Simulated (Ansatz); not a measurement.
# C2H7BSe: one species, many methods

Aim: compute C2H7BSe with functionals from several rungs and with coupled cluster, and see how far each lands from CCSD(T) at the basis-set limit for the atomisation energy.

Program: Ansatz 0.2.0, Gaussian basis. Level of theory: functionals in def2-TZVPP, the program's frozen cores in correlated methods. These are calculated values, not measurements.

Plan: PBE-D4, r2SCAN-D4, PBE0-D4, B3LYP-D4, ωB97X-V, ωB97M-V, B2PLYP; CCSD(T)/def2-TZVPP; MP2/def2-QZVPP; extrapolation to the limit.

### 1 The geometry

All runs share one geometry, relaxed beforehand with PBE0-D4 in a triple-zeta def2 set.

SMILES `BC(C)[SeH]`, 11 atoms, charge 0, spin multiplicity 1.

Atoms are counted from 1 here; the program's logs count them from 0.

Bond lengths: B1–C2 1.551 Å, B1–H5 1.196 Å, B1–H6 1.198 Å, C2–C3 1.518 Å, C2–Se4 1.965 Å, C2–H7 1.107 Å, C3–H8 1.092 Å, C3–H9 1.094 Å, C3–H10 1.092 Å, Se4–H11 1.471 Å. Angles: C2–B1–H5 121.0°, C2–B1–H6 119.4°, H5–B1–H6 119.4°, B1–C2–C3 117.7°, B1–C2–Se4 110.5°, B1–C2–H7 99.2°, C3–C2–Se4 113.2°, C3–C2–H7 109.8°, Se4–C2–H7 104.7°, C2–C3–H8 110.7°, C2–C3–H9 110.2°, C2–C3–H10 111.9°, H8–C3–H9 108.1°, H8–C3–H10 107.6°, H9–C3–H10 108.1°, C2–Se4–H11 95.4°.

### 2 PBE-D4 (GGA)

Input file in.yaml:

```yaml
crystal:
  periodic: [false, false, false]
  atoms:
    - {symbol: B, position_ang: [-0.809001, 1.404256, -0.068268]}
    - {symbol: C, position_ang: [0.027983, 0.123310, -0.319742]}
    - {symbol: C, position_ang: [0.626751, -0.577078, 0.886817]}
    - {symbol: Se, position_ang: [-0.926113, -1.095766, -1.529491]}
    - {symbol: H, position_ang: [-1.558733, 1.824034, -0.900022]}
    - {symbol: H, position_ang: [-0.642927, 2.026050, 0.941862]}
    - {symbol: H, position_ang: [0.835123, 0.558885, -0.940145]}
    - {symbol: H, position_ang: [-0.153989, -1.049340, 1.485974]}
    - {symbol: H, position_ang: [1.152021, 0.143744, 1.520445]}
    - {symbol: H, position_ang: [1.336405, -1.355148, 0.596611]}
    - {symbol: H, position_ang: [0.177979, -2.059947, -1.653342]}
basis:
  gaussian: {orbitals: def2-TZVPP}
hamiltonian: {xc: pbe, dispersion: d4}
output: {forces: true, orbitals: {seedname: orbitals}}
```

On the command line:

```console
$ ansatz run in.yaml --threads 4 --pin off --events-out ev --progress --plain --max-ram 10444MiB
```

After this run come: r2SCAN-D4 (meta-GGA); PBE0-D4 (hybrid); B3LYP-D4 (hybrid); ωB97X-V (range-separated); ωB97M-V (range-separated); B2PLYP (double hybrid); CCSD(T) in def2-TZVPP; MP2 in def2-QZVPP.

**Question.** What will the summary of the whole plan be? Wanted: atomisation energy, CCSD(T)/CBS; farthest; mean size of error, hybrid; mean size of error, range-separated; gap, smallest and largest; T1 diagnostic; triples share of the correlation energy.

As calculated:

| quantity | value |
| --- | --- |
| atomisation energy, CCSD(T)/CBS | 921.7 kcal/mol |
| functionals within 9.2 kcal/mol (1.0 %) | r2SCAN-D4, PBE0-D4, B3LYP-D4, ωB97X-V, ωB97M-V, B2PLYP |
| farthest | PBE-D4 (+14.6 kcal/mol) |
| mean size of error, hybrid | 3.9 kcal/mol |
| mean size of error, range-separated | 2.2 kcal/mol |
| gap, smallest and largest | 2.69 eV (PBE-D4), 9.38 eV (ωB97X-V) |
| T1 diagnostic | 0.0093 |
| triples share of the correlation energy | 3.7 % |

In words: PBE-D4 misses by +14.6 kcal/mol. Double hybrids carry the basis error of their MP2 part in triple zeta, and no dispersion term here, so their miss is partly the set-up's. The reference freezes the cores and leaves out relativity and excitations past (T), and its outer-core shells are covered unevenly, so misses under about 9.2 kcal/mol can't be ranked. All levels share the lack of spin-orbit coupling, which lowers the free heavy atoms and so the true binding. Hartree-Fock recovers 75 % of the binding; the rest is correlation. Orbital gaps span 2.7 to 9.4 eV; exact exchange widens them. Correlated methods include outer-core shells of Se, which these sets cover unevenly.
